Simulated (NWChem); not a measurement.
# PBE0/def2-SVP (core potential) run of AuF (SMILES [F][Au])

Aim: the electronic atomisation energy of AuF at PBE0/def2-SVP (core potential), from 3 runs. 

Program for the calculation: NWChem 7.3.0.

3 further runs of the same task are left out: 3 that didn't finish.

## (1) The molecule

The species is AuF (2 atoms), meant as a singlet with charge 0. SMILES: `[F][Au]`. The shape is that of a PBE0-D4/def2-TZVP optimisation.

Bond lengths: F1–Au2 1.939 Å.

## (2) A single-point energy at PBE0/def2-SVP (core potential)

work.nw

```
start work
memory total 2200 mb
geometry noautosym nocenter noautoz
 F        0.839700      -0.327100       0.415300
 Au      -0.810300       0.267000      -0.411300
end
basis spherical bse
 F library def2-SVP
 Au library def2-SVP
end
ecp bse
 Au library def2-SVP
end
dft
 xc pbe0
 grid fine
 convergence energy 1e-08
 maxiter 100
 mulliken
 noprint "final vectors analysis"
end
task dft energy
```

Command:

```console
$ nwchem work.nw > work.out
```

Output:

```text
[...]
          Wavefunction type:  closed shell.
          No. of atoms     :     2
          No. of electrons :    28
[...]
          Charge           :     0
          Spin multiplicity:     1
[...]
          AO basis - number of functions:    46
[...]
              XC Information
              --------------
                         PBE0 Method XC Functional
                     Hartree-Fock (Exact) Exchange  0.250
          PerdewBurkeErnzerhof Exchange Functional  0.750
            Perdew 1991 LDA Correlation Functional  1.000 local
           PerdewBurkeErnz. Correlation Functional  1.000 non-local
[...]
 d= 0,ls=0.0,diis     1   -235.2813498955 -2.82D+02  3.84D-02  4.65D-01     0.5
[...]
 d= 0,ls=0.0,diis     8   -235.3451157195 -7.52D-09  9.40D-06  3.84D-07     2.9
         Total DFT energy =     -235.345115719531
      One electron energy =     -471.451080852672
           Coulomb energy =      212.628924069953
    Exchange-Corr. energy =      -23.197187679808
 Nuclear repulsion energy =       46.674228742996
[...]
      Total Density - Mulliken Population Analysis
     ---------------------------------------------
    Atom       Charge   Shell Charges
 -----------   ------   -------------------------------------------------------
    1 F    9     9.40   1.99  1.13  0.85  3.28  2.15  0.00
    2 Au  19    18.60   0.07 -0.47  1.84  0.57  0.57  0.13  5.61  0.43  0.10  8.46  1.29  0.01
[...]
```

Wall time 3.6 s (1 thread of Intel Xeon Platinum 8488C (Sapphire Rapids), shared host); peak memory 0.11 GiB.

## (3) The Au atom

au.nw

```
start au
memory stack 880 mb heap 220 mb global 1100 mb

geometry units bohr noautosym nocenter noautoz
  Au     0.00000000     0.00000000     0.00000000
end

basis "ao basis" spherical bse
  * library def2-SVP
end

ecp bse
  Au library def2-SVP
end

dft
  xc pbe0
  mult 2
  grid fine
  convergence energy 1e-08
  maxiter 100
  mulliken
  print low
end

task dft energy
```

Command:

```console
$ nwchem au.nw > au.out
```

Output:

```text
[...]
 d= 0,ls=0.0,diis     1   -135.6631894807 -1.36D+02  1.32D-02  5.87D-02     0.3
[...]
 d= 0,ls=0.0,diis     6   -135.6967558402 -7.67D-09  1.17D-06  1.26D-10     1.6
[...]
         Total DFT energy =     -135.696755840218
      One electron energy =     -238.861606469860
           Coulomb energy =      116.007042995956
    Exchange-Corr. energy =      -12.842192366313
 Nuclear repulsion energy =        0.000000000000
[...]
      Total Density - Mulliken Population Analysis
     ---------------------------------------------
    Atom       Charge   Shell Charges
 -----------   ------   -------------------------------------------------------
    1 Au  19    19.00   0.07 -0.47  1.84  0.57  0.62  0.38  5.59  0.41  0.00  8.55  1.45  0.00
     --------------------------------------------
      Spin Density - Mulliken Population Analysis
     --------------------------------------------
    Atom       Charge   Shell Charges
 -----------   ------   -------------------------------------------------------
    1 Au  19     1.00   0.00 -0.02  0.06 -0.03  0.61  0.38 -0.01  0.01  0.00 -0.07  0.07  0.00
[...]
      <S2> =      0.7514 (Exact =     0.7500)
[...]
```

Run time: 2.1 s. Hardware: 1 thread of Intel Xeon Platinum 8488C (Sapphire Rapids), shared host; peak memory 0.11 GiB.

## (4) The F atom

mymol.nw

```
start mymol
title "F energy"
memory 2200 mb
charge 0

geometry units angstrom noautosym nocenter noautoz
 F     0.000000    0.000000    0.000000
end

basis spherical bse
 * library def2-SVP
end

dft
 xc pbe0
 mult 2
 grid fine
 convergence energy 1e-08
 maxiter 100
 mulliken
 print low
end

task dft energy
```

Run the same way, it converges to -99.54906 Eh (log not shown).

## (5) What came out

At PBE0/def2-SVP (core potential):

| quantity | value |
| --- | --- |
| molecule: total energy | -235.34512 Eh |
| molecule: dipole moment | 4.03 D |
| Au atom: total energy | -135.69676 Eh |
| Au atom: ⟨S²⟩ | 0.751 |
| F atom: total energy | -99.54906 Eh |
| F atom: ⟨S²⟩ | 0.751 |
| electronic atomisation energy | 2.702 eV |

**Reading.** Taking the molecule apart into free atoms costs 2.70 eV (261 kJ/mol), before zero-point energy and without spin-orbit coupling.
